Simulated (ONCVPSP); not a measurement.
# F: the cost of one run

Method: ONCVPSP 4.0.1.1 (patched build), PBEsol, scalar-relativistic.

## Step 1: Settings

The settings as typed:

* element: fluorine (F, Z = 9)
* type: optimised norm-conserving Vanderbilt (ONCV)
* frozen core: [He]
* valence charge: 7
* reference configuration: 2s2 2p3 (charge +2)
* partial waves: 2s: rc 0.55 bohr, ncon 4, nbas 8, qcut 9.8 1/bohr, 2 projectors, debl 0.3 Ha; 2p: rc 1.70 bohr, ncon 3, nbas 6, qcut 10.2 1/bohr, 2 projectors, debl 3.5 Ha; d scattering state at 0.18 Ha: rc 1.85 bohr, ncon 4, nbas 7, qcut 5.7 1/bohr, 2 projectors, debl 1.2 Ha
* local potential: polynomial inside 0.50 bohr (lpopt 5, dvloc0 6 Ha)
* core correction: Teter function fitted to the true core (icmod 2), fcfact 0.6

The outer shells as boxes (Hund's rule for the drawing; the calculation is spin-unpolarised):

```
[He] core
2s [↑↓]
2p [↑ ][↑ ][↑ ]
```

An earlier all-electron run gives the scale for the radii.

All-electron outer shells of the reference configuration (PBEsol, scalar-relativistic, ld1.x):

```tsv
shell	level (eV)	outermost node (bohr)	outermost maximum (bohr)
1s	-707.98	–	0.11
2s	-67.75	0.24	0.73
2p	-48.88	–	0.66
```

## Step 2: Generating the potential

Contents of F.dat:

```
# ATOM AND REFERENCE CONFIGURATION
# atsym  z   nc   nv     iexc    psfile
  F 9.00    1    2  -116133      upf
#
#   n    l    f
    1    0    2.00
    2    0    2.00
    2    1    3.00
#
# PSEUDOPOTENTIAL AND OPTIMIZATION
# lmax
    2
#
#   l,   rc,      ep,       ncon, nbas, qcut
    0    0.55    0.00    4    8    9.80
    1    1.70    0.00    3    6   10.20
    2    1.85    0.18    4    7    5.70
#
# LOCAL POTENTIAL
# lloc, lpopt,  rc(5),   dvloc0
    4    5    0.50    6.00
#
# VANDERBILT-KLEINMAN-BYLANDER PROJECTORs
# l, nproj, debl
    0    2    0.30
    1    2    3.50
    2    2    1.20
#
# MODEL CORE CHARGE
# icmod, fcfact, rcfact
    2    0.60    0.80
#
# LOG DERIVATIVE ANALYSIS
# epsh1, epsh2, depsh
   -4.00    5.00    0.02
#
# OUTPUT GRID
# rlmax, drl
    6.00    0.01
#
# TEST CONFIGURATIONS
# ncnf
    4
# nvcnf
#   n    l    f
    2
    2    0    2.00
    2    1    5.00
#
    2
    2    0    2.00
    2    1    4.00
#
    2
    2    0    2.00
    2    1    2.00
#
    2
    2    0    1.00
    2    1    5.00
#
```

Run with:

```console
$ oncvpsp.x < F.dat > F.out
```

**Question.** How long does this run take on 1 thread of Neoverse-N1, shared host?

About 4.8 s.
